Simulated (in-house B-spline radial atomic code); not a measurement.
# Mo: a fraction of an electron added to 5s

Aim: the energy of Mo as a fraction of an electron is added to 5s, to see how far it bends away from a straight line.

Program: in-house B-spline radial atomic code version 1. Level of theory: scalar-relativistic (spin-free one-electron X2C) exchange-only LDA (Slater), spin-polarised, spherical fractional occupations, Fermi nucleus, basis-set limit. These are calculated values, not measurements, unless marked.

## Step 1: The system

| Property | Result |
| --- | --- |
| element | molybdenum (Z = 42) |
| charge | 0 |
| electrons | 42 |
| configuration | [Kr] 4d5 5s1 |
| Hamiltonian | scalar-relativistic (X2C) |
| nucleus | Fermi, rms radius 4.409 fm |

The outer shells:

[Kr] 4d5 5s1
```
[Kr] core
4d [↑ ][↑ ][↑ ][↑ ][↑ ]
5s [↑ ]
```

Where spins are not typed, each open shell is filled with up spins first.

## Step 2: The start, at fraction 0

Settings, as recorded:

```ini
Z = 42
electrons = 42.0
configuration = [Kr] 4d5 5s1
hamiltonian = x2c
method = lda,
spin_polarised = True
nucleus = fermi
rms_radius = 4.4091
mass_number = 98
atomic_mass = 97.905403609
speed_of_light = 137.035999084
```

## Step 3: 0.1 electron added to 5s

The settings differ from step 2 so:

```diff
@@ -1,4 +1,4 @@
 Z = 42
-electrons = 42.0
-configuration = [Kr] 4d5 5s1
+electrons = 42.1
+configuration = [Kr] 4d5 5s1.1
 hamiltonian = x2c
```

## Step 4: 0.2 electron added to 5s

The settings differ from step 3 so:

```diff
@@ -1,4 +1,4 @@
 Z = 42
-electrons = 42.1
-configuration = [Kr] 4d5 5s1.1
+electrons = 42.2
+configuration = [Kr] 4d5 5s1.2
 hamiltonian = x2c
```

## Step 5: 0.3 electron added to 5s

The settings differ from step 4 so:

```diff
@@ -1,4 +1,4 @@
 Z = 42
-electrons = 42.2
-configuration = [Kr] 4d5 5s1.2
+electrons = 42.3
+configuration = [Kr] 4d5 5s1.3
 hamiltonian = x2c
```

## Step 6: 0.4 electron added to 5s

The settings differ from step 5 so:

```diff
@@ -1,4 +1,4 @@
 Z = 42
-electrons = 42.3
-configuration = [Kr] 4d5 5s1.3
+electrons = 42.4
+configuration = [Kr] 4d5 5s1.4
 hamiltonian = x2c
```

## Step 7: 0.5 electron added to 5s

The settings differ from step 6 so:

```diff
@@ -1,4 +1,4 @@
 Z = 42
-electrons = 42.4
-configuration = [Kr] 4d5 5s1.4
+electrons = 42.5
+configuration = [Kr] 4d5 5s1.5
 hamiltonian = x2c
```

## Step 8: 0.6 electron added to 5s

The settings differ from step 7 so:

```diff
@@ -1,4 +1,4 @@
 Z = 42
-electrons = 42.5
-configuration = [Kr] 4d5 5s1.5
+electrons = 42.6
+configuration = [Kr] 4d5 5s1.6
 hamiltonian = x2c
```

## Step 9: 0.7 electron added to 5s

The settings differ from step 8 so:

```diff
@@ -1,4 +1,4 @@
 Z = 42
-electrons = 42.6
-configuration = [Kr] 4d5 5s1.6
+electrons = 42.7
+configuration = [Kr] 4d5 5s1.7
 hamiltonian = x2c
```

## Step 10: 0.8 electron added to 5s

The settings differ from step 9 so:

```diff
@@ -1,4 +1,4 @@
 Z = 42
-electrons = 42.7
-configuration = [Kr] 4d5 5s1.7
+electrons = 42.8
+configuration = [Kr] 4d5 5s1.8
 hamiltonian = x2c
```

Before running: How does the energy change with the fraction, and which way and how far does it bend from the straight line between the ends?

The runs gave:

| fraction | energy change (eV) | less the straight line (eV) | level 5s down (eV) | sum of <r²> (bohr²) |
| --- | --- | --- | --- | --- |
| 0 | 0.0000 | 0.0000 | empty | 56.811 |
| 0.1 | -0.0674 | -0.0604 | -0.664 | 60.621 |
| 0.2 | -0.1249 | -0.1108 | -0.471 | 64.871 |
| 0.3 | -0.1600 | -0.1389 | -0.227 | 70.134 |
| 0.4 | -0.1702 | -0.1420 | 0.0217 | 77.655 |
| 0.5 | -0.1567 | -0.1215 | 0.238 | 93.026 |
| 0.6 | -0.1266 | -0.0845 | 0.332 | 168.02 |
| 0.7 | -0.0926 | -0.0434 | 0.350 | 318.32 |
| 0.8 | -0.0562 | 0.0000 | 0.380 | 474.11 |

**Reading.** From fraction 0 to 0.8 the energy changes by -0.056 eV. It sags under the straight line by up to 0.14 eV (at 0.4); exact theory is straight between whole electron numbers, so this convex bend is an error (delocalisation) that favours fractional charges. From fraction 0.4 on, a level is unbound or reaches the edge of the box, so those points hang on the box (radius 50.0 bohr). The path stops at 0.8, so the line is drawn to that point and not to a whole electron.
